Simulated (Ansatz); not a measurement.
ZnRe2:

```xyz
3
Lattice="0.0000 2.8956 2.8956 2.8956 0.0000 2.8956 2.8956 2.8956 0.0000" Properties=species:S:1:pos:R:3 pbc="T T T"
Zn    0.0000    0.0000    0.0000
Re    4.3433    4.3433    4.3433
Re    1.4478    1.4478    1.4478
```

The cell was built by a generator and needn't be a form met in nature.

Base run:

- Program: Ansatz 0.2.0
- Functional: BLYP
- Potentials or basis: Ansatz PAW
- Cutoff: 420 eV (not typed: the program's choice for these potentials)
- k mesh: 8 × 8 × 8
- Occupations: fermi-dirac, width 0.05 eV
- Spin: no spin polarisation

Its results: band gap on the k mesh none (metal or under the smearing width); pressure 9.4 GPa.

The run is repeated on the same cell with these changes: functional from BLYP to RPBE. What comes out?

Band gap on the k mesh none (metal or under the smearing width); pressure 3.5 GPa.

Caveats: spin-orbit coupling is left out, which moves the levels of the heavy elements; the PAW data sets come from PBE, with cores solved anew for the run's functional, which leaves a small shift of forces and pressure.
